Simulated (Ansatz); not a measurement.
# ClF₂HSeTi: how energies converge with the basis set

How large a basis does ClF₂HSeTi need? Two functionals are run in growing sets.

Method: one geometry, several basis sets; program: Ansatz 0.2.0, Gaussian basis.

Levels to be run: PBE0-D4/def2-SVP; ωB97M-V/def2-SVP; PBE0-D4/def2-QZVPP; ωB97M-V/def2-QZVPP; the functionals' def2-TZVPP values are taken from earlier runs.

## (1) Structure used throughout

The geometry comes from an earlier relaxation with PBE0-D4 in a triple-zeta def2 set; it is a stationary point.

SMILES `[F][Ti]([F])([Cl])[SeH]`, 6 atoms, charge 0, spin multiplicity 1.

Atoms are counted from 1 here; the program's logs count them from 0.

Bond lengths: F1–Ti2 1.740 Å, Ti2–F3 1.735 Å, Ti2–Cl4 2.181 Å, Ti2–Se5 2.402 Å, Se5–H6 1.474 Å. Angles: F1–Ti2–F3 113.4°, F1–Ti2–Cl4 109.0°, F1–Ti2–Se5 108.5°, F3–Ti2–Cl4 110.8°, F3–Ti2–Se5 105.2°, Cl4–Ti2–Se5 109.9°, Ti2–Se5–H6 88.4°.

As a file:

```
atom    x (Å)    y (Å)    z (Å)
  F1   0.0922  -0.7314   1.6954
 Ti2   0.2463  -0.5268  -0.0254
  F3   1.7496  -1.1188  -0.6578
 Cl4  -1.4412  -1.4963  -1.0092
 Se5   0.2388   1.8240  -0.5181
  H6  -0.8437   1.9853   0.4690
```

## (2) PBE0-D4 in def2-SVP

The input, in.yaml:

```yaml
crystal:
  periodic: [false, false, false]
  atoms:
    - {symbol: F, position_ang: [0.092217, -0.731442, 1.695352]}
    - {symbol: Ti, position_ang: [0.246334, -0.526788, -0.025420]}
    - {symbol: F, position_ang: [1.749597, -1.118780, -0.657773]}
    - {symbol: Cl, position_ang: [-1.441231, -1.496290, -1.009220]}
    - {symbol: Se, position_ang: [0.238753, 1.823972, -0.518110]}
    - {symbol: H, position_ang: [-0.843670, 1.985330, 0.468971]}
basis:
  gaussian: {orbitals: def2-SVP}
hamiltonian: {xc: pbe0, dispersion: d4}
output: {orbitals: {seedname: orbitals}}
```

Run with:

```
$ ansatz run in.yaml --threads 4 --pin off --events-out ev --progress --plain --max-ram 10444MiB
```

The runs that follow: ωB97M-V in def2-SVP; PBE0-D4 in def2-QZVPP; ωB97M-V in def2-QZVPP.

Q: Predict the results of all the runs planned. Wanted: PBE0-D4: double and triple zeta above quadruple; ωB97M-V: double and triple zeta above quadruple.

**Answer**, as computed:

| quantity | value |
| --- | --- |
| PBE0-D4: double and triple zeta above quadruple | 24.76, 2.47 eV |
| ωB97M-V: double and triple zeta above quadruple | 24.70, 2.35 eV |

In words: For PBE0-D4 the step from double to triple zeta gains 22.30 eV and the next only 2.47 eV. Total energies overstate the basis error of differences, where much of it tends to cancel.
